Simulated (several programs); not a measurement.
**Al2SbP (ordering on zincblende) from semi-empirical methods to plane-wave DFT**

An ordered 4-atom cell of Al2SbP on the zincblende lattice (P-4m2), relaxed with r2SCAN in Ansatz, was computed with several methods. Space group P-4m2 (No. 115), tetragonal; a = 4.114 Å, c = 5.833 Å in the conventional setting, 24.68 Å³ an atom. Around P lie 4 Al at 2.43 Å; around Al lie 2 P at 2.43 Å and 2 Sb at 2.62 Å; around Sb lie 4 Al at 2.62 Å. (Calculated; spin-unpolarised; the phase may be known or hypothetical.)

```
CELL_PARAMETERS angstrom
4.11379 0.00000 0.00000
0.00000 4.11379 0.00000
0.00000 0.00000 5.83262
ATOMIC_POSITIONS crystal
P 0.00000 0.00000 0.00000
Al 0.00000 0.50000 0.77759
Sb 0.50000 0.50000 0.50000
Al 0.50000 0.00000 0.22241
```

Gaps and times are for a single point on this cell; volume and bulk modulus come from each method's own relaxation or energy curve at fixed shape, which is too stiff where a cell has free coordinates or axes. Times are rough, from shared hosts (Arm Neoverse V1; Arm Neoverse V2), and each method has its own mesh and cell size. A dagger marks a closed or tiny gap in a crystal that DFT finds insulating: a failure of the method or a wrong SCF state. A double dagger marks a value from a curve with shape and coordinates held. PM7 (MOPAC), GFN1-xTB (tblite) treat a cluster of cells at its zone centre, which samples few k points: where these miss a band edge, the gap comes out too large for that reason alone. Gaps from k meshes are read at a limited set of points (mesh, symmetry points, PBE's band edges), so each method's own least gap may be somewhat smaller. xTB and the PM methods were fitted mostly to molecules, and can miss a solid's gap by electronvolts. Minimal bases can be far off for gaps. Times of the plane-wave ladder aren't listed, since it ran on unlike processors and cards. GLLB-SC's gap includes the derivative discontinuity. G0W0 is at finite bands, cutoff and mesh. d marks a direct gap, i an indirect one (no mark: not told apart), a dash a value that wasn't computed or didn't pass its checks.

```tsv
method	kind	gap (eV)	own volume (Å³/atom)	bulk modulus (GPa)	atoms computed	processor time
light PBE (260 eV and a coarse mesh)	light plane-wave	0.62 d	–	–	4	0.99 s
GFN1-xTB (tblite)	tight binding	0.00†	24.72‡	67‡	cluster	2.4 s
PBE/SZV (CP2K)	small basis	1.72 d	25.99‡	65‡	4	5.6 s
PBE	semilocal	0.66 d	25.15	63‡	4	–
PBE/single zeta (GPAW)	small basis	1.06 d	–	–	4	9.5 s
PBE/DZVP (CP2K)	small basis	0.63 d	25.25‡	63‡	4	10 s
PBE+SOC	semilocal	0.49 d	–	–	4	–
r2SCAN	semilocal	0.97 i	24.68	70‡	4	–
GLLB-SC (GPAW)	model potential	1.40	–	–	4	17 s
PM7 (MOPAC)	semi-empirical	3.17	–	–	cluster	60 s
HSE06	hybrid	1.26 d	–	–	4	–
PBE0	hybrid	1.92 d	–	–	4	–
G0W0@r2SCAN (140 eV screening cutoff)	many-body	1.42	–	–	4	–
G0W0@HSE06 (140 eV screening cutoff)	many-body	1.54	–	–	4	–
G0W0@PBE (210 eV screening cutoff)	many-body	1.32	–	–	4	–
```

Against HSE06 (1.26 eV) and with closed or daggered gaps left aside, the nearest gap at the points sampled is that of G0W0@PBE (210 eV screening cutoff) (+0.06 eV) and the farthest that of PM7 (MOPAC) (+1.91 eV). HSE06 is only a yardstick of convenience, and nearness to it can be luck.

Volumes against r2SCAN's: PBE +1.9 %.

Runs without a result: GFN2-xTB (tblite) (single point).

Only the rows marked +SOC include spin-orbit coupling.
